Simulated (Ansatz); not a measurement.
# PdI (zincblende type): how the settings move a single-point run

Question: which choices in the input matter for PdI (zincblende type)?

Method: reference: DFT, PBEsol, PAW with Ansatz's default frozen-core files, scalar-relativistic, in Ansatz 0.2.0.

## 1. The starting structure

It takes space group F-43m (No. 216, cubic). Conventional cell: a = 5.124 Å, b = 5.124 Å, c = 5.124 Å, α = 90.00°, β = 90.00°, γ = 90.00°. Pd (site symmetry -43m) has 4 I at 2.22 Å in its first shell of neighbours. I (site symmetry -43m) has 4 Pd at 2.22 Å in its first shell of neighbours.

Structure file:

```cif
data_structure
_symmetry_space_group_name_H-M 'P 1'
_symmetry_Int_Tables_number 1
_cell_length_a 3.6232
_cell_length_b 3.6232
_cell_length_c 3.6232
_cell_angle_alpha 60.000
_cell_angle_beta 60.000
_cell_angle_gamma 60.000
_cell_volume 33.63
loop_
_atom_site_label
_atom_site_type_symbol
_atom_site_fract_x
_atom_site_fract_y
_atom_site_fract_z
_atom_site_occupancy
Pd1 Pd 0.00000 0.00000 0.00000 1
I1 I 0.25000 0.25000 0.25000 1
```

## 2. Baseline

Contents of input.yaml:

```yaml
crystal:
  lattice:
    - [0.0, 2.5619863977, 2.5619863977]
    - [2.5619863977, 0.0, 2.5619863977]
    - [2.5619863977, 2.5619863977, 0.0]
  atoms:
    - { symbol: Pd, position: [0.0, 0.0, 0.0] }
    - { symbol: I, position: [0.25, 0.25, 0.25] }
kpoints:
  mp_grid: { grid: [12, 12, 12] }
scf:
  occupations: { method: fermi_dirac, width: 0.1 }
hamiltonian:
  xc: pbesol
  pseudopotentials: { kind: paw }
output:
  forces: true
  stress: true
  eigenvalues: true
  populations: true
```

On the command line:

```console
$ ansatz run input.yaml --threads 1 --pin off --max-ram 2048MiB --backend cpu --events-out ev --progress --plain --runs-dir out
```

## 3. Changing settings: n_extra_bands 4, xc_grid 4

Changes to input.yaml since step 2:

```diff
@@ -12,2 +12,3 @@
   occupations: { method: fermi_dirac, width: 0.1 }
+  n_extra_bands: 4
 hamiltonian:
@@ -20 +21,3 @@
   populations: true
+basis:
+  xc_grid: 4
```

What does the calculation give? Wanted: for each run, ending; energy change; pressure; gap; force.

As calculated:

```tsv
run	ending	energy change	pressure (GPa)	gap (eV)	force (eV/Å)	cycles	time
reference	converged	0	119.8	0.00	0.00	7	6.2 s
1: n_extra_bands 4, xc_grid 4	converged	0.0 meV/atom	119.8	0.00	0.00	7	6.1 s
```

Residual by cycle in the longest SCF loop of each run; runs are numbered as in the table. The quantity is the density residual dr2, in eV.

```tsv
cycle	reference	run 1
1	0.0526	0.0526
2	0.0235	0.0235
3	4.7e-4	4.7e-4
4	2.9e-5	2.9e-5
5	2.3e-6	2.3e-6
6	3.8e-7	3.8e-7
7	6.7e-9	6.7e-9
```

What this shows: Changing the numerical grids hardly moves the energy: 0.0 meV/atom. The structure is not at rest: the sound run finds 120 GPa, so these are no properties of the relaxed crystal. 
